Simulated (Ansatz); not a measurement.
## Li3Ca, space group I4/mmm: a charge-density difference against the sublattices, step by step

With Ansatz's Python interface.

Notebook, run cell by cell (the value of a cell's last expression is shown):

```python
import ansatz as az
import numpy as np
```

```python
VECTORS = np.array([
    [-2.332443, 2.332443, 4.890496],
    [2.332443, -2.332443, 4.890496],
    [2.332443, 2.332443, -4.890496],
])
SITES = [
    ("Li", (0.75, 0.25, 0.5)),
    ("Li", (0.25, 0.75, 0.5)),
    ("Li", (0.5, 0.5, 0.0)),
    ("Ca", (0.0, 0.0, 0.0)),
]
```

```python
def make_crystal(cell):
    crystal = az.Crystal(lattice=az.Lattice.of(cell))
    for symbol, position in SITES:
        crystal = crystal.atom(symbol, position)
    return crystal
```

```python
# same cell, cutoff and mesh for the crystal and its parts
def solve(crystal):
    return (
        crystal.calculation()
        .functional("PBEsol")
        .occupations("fermi_dirac")
        .basis(460, grid_basis="typed")
        .kpoints(7, 7, 7)
        .density()
        .run(threads=1)
    )
```

```python
whole = solve(make_crystal(VECTORS))
difference = whole.density().channels[0].density_e_per_ang3.copy()
binding = whole.report["free_energy_ev"]
for element in ["Li", "Ca"]:
    part = az.Crystal(lattice=az.Lattice.of(VECTORS))
    for symbol, position in SITES:
        if symbol == element:
            part = part.atom(symbol, position)
    alone = solve(part)
    difference -= alone.density().channels[0].density_e_per_ang3
    binding -= alone.report["free_energy_ev"]
    print(f"{element} sublattice: {alone.report['n_electrons']:g} electrons, {alone.report['n_iterations']} iterations")
```

    Li sublattice: 9 electrons, 6 iterations
    Ca sublattice: 10 electrons, 7 iterations

```python
voxel = abs(np.linalg.det(VECTORS)) / difference.size
print(f"energy of the crystal less its unpolarised sublattices: {binding / len(SITES):.4f} eV/atom")
print(f"net charge of the difference {difference.sum() * voxel:.5f} e, charge rearranged {0.5 * np.abs(difference).sum() * voxel:.3f} e")
print(f"extremes {difference.min():.4f} and {difference.max():.4f} e/A^3")
for (symbol, position) in SITES:
    index = tuple(int(round(p * n)) % n for p, n in zip(position, difference.shape))
    print(f"  change of the pseudo-density at the grid point nearest {symbol}: {difference[index]:+.4f} e/A^3")
```

    energy of the crystal less its unpolarised sublattices: -0.4932 eV/atom
    net charge of the difference -0.00000 e, charge rearranged 0.155 e
    extremes -0.0104 and 0.0066 e/A^3
      change of the pseudo-density at the grid point nearest Li: -0.0020 e/A^3
      change of the pseudo-density at the grid point nearest Li: -0.0020 e/A^3
      change of the pseudo-density at the grid point nearest Li: -0.0071 e/A^3
      change of the pseudo-density at the grid point nearest Ca: -0.0103 e/A^3

The mesh is modest for a metal, so energies can be off by several to tens of meV an atom and pressures by half a GPa or more; differences at equal mesh fare better. Densities and potentials on the grid are those of the valence electrons, and inside the cores they hang on the potentials used. The structure comes from a database of computed cells and needn't be a stable or known phase. Charge moved counts every rearrangement, bonding and polarisation too, and is no transfer between atoms; the bare sublattices are artificial references. Values near the nuclei depend on the potentials. Finished in 6.6 s on 1 thread of Arm Neoverse V1 (shared host), peak memory 0.44 GiB.
